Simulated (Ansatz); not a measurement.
# AlGaH₂ (singlet): wave-function methods side by side, cc-pVTZ

One table from this session's results is given with a row withheld; the runs are named, their logs left out.

The runs use Ansatz 0.2.0, Gaussian basis; cc-pVTZ, core rule «outside noble gas», up to 19 orbitals frozen.

To be run: UHF; CCSD(T) on RHF; CCSD(T) on UHF; BCCD(T) on RHF; CCSDT(Q) on RHF; CCSDT(Q) on UHF.

16 further runs of the same task are left out: 9 for a known fault of the program, 1 that didn't finish, 6 set aside as unsound or not needed.

## The geometry

The geometry is a PBE0/def2-TZVP stationary point (not a proven minimum) of the parent state, kept for this charge and spin. No spin-orbit coupling is included. The filled d shell of Ga may be among the frozen orbitals whatever the setting's name suggests; the logs give the count.

4 atoms, charge 0, spin multiplicity 1.

Atoms are counted from 1 here; the program's logs count them from 0.

Bond lengths: Al1–Ga2 2.484 Å, Ga2–H3 1.566 Å, Ga2–H4 1.566 Å. Angles: Al1–Ga2–H3 116.1°, Al1–Ga2–H4 116.1°, H3–Ga2–H4 127.9°.

As a file:

```xyz
4

Al    0.0000    0.0000    1.8190
Ga    0.0000    0.0000   -0.6648
H     0.0000    1.4073   -1.3528
H     0.0000   -1.4073   -1.3528
```

The first run:

File in.yaml:

```yaml
crystal:
  periodic: [false, false, false]
  atoms:
    - {symbol: Al, position_ang: [0.000000, 0.000000, 1.818997]}
    - {symbol: Ga, position_ang: [0.000000, 0.000000, -0.664806]}
    - {symbol: H, position_ang: [0.000000, 1.407254, -1.352806]}
    - {symbol: H, position_ang: [0.000000, -1.407254, -1.352806]}
basis:
  gaussian: {orbitals: cc-pVTZ}
magnetization: {spin_polarized: true, initial_magnetization: 0}
hamiltonian: {xc: hf}
output: {orbitals: {seedname: orbitals}}
```

The run is started by

```console
$ ansatz run in.yaml --threads 1 --pin off --events-out ev --progress --plain --max-ram 4096MiB --backend cpu
```

Steps of the session up to this table: UHF; CCSD(T) on RHF; CCSD(T) on UHF; BCCD(T) on RHF; CCSDT(Q) on RHF; CCSDT(Q) on UHF.

One table of the session follows, with a row left open; its other results are not shown here.

```
   method  from RCCSDT(Q) (meV)
      RHF               +4662.4
      UHF               +4317.4
     RMP2               +1120.6
     UMP2               +1214.0
    RCCSD                +159.8
    UCCSD                +181.0
 RCCSD(T)                 +34.5
 UCCSD(T)                 +55.7
  BCCD(T)                 +34.1
   RCCSDT                     ?
   UCCSDT                 +14.2
RCCSDT(Q)                     0
UCCSDT(Q)                  +4.7
```

Estimate the missing values for RCCSDT.

**Answer.** from RCCSDT(Q) (meV): +7.0. In the column «from RCCSDT(Q) (meV)» it lies between UCCSDT(Q) (+4.7) and UCCSDT (+14.2).

Some runs used a GPU and others CPU threads alone; cost is compared among the CPU runs only.

Caveats from the session: The determinant is far from a pure spin state, so its energy mixes those of several spin states (harmless only where they are near-degenerate, as at dissociation). Restricted and unrestricted rows rest on different reference determinants; where their highest levels disagree by more than a few hundredths of an eV, they describe different states and don't form one ladder.
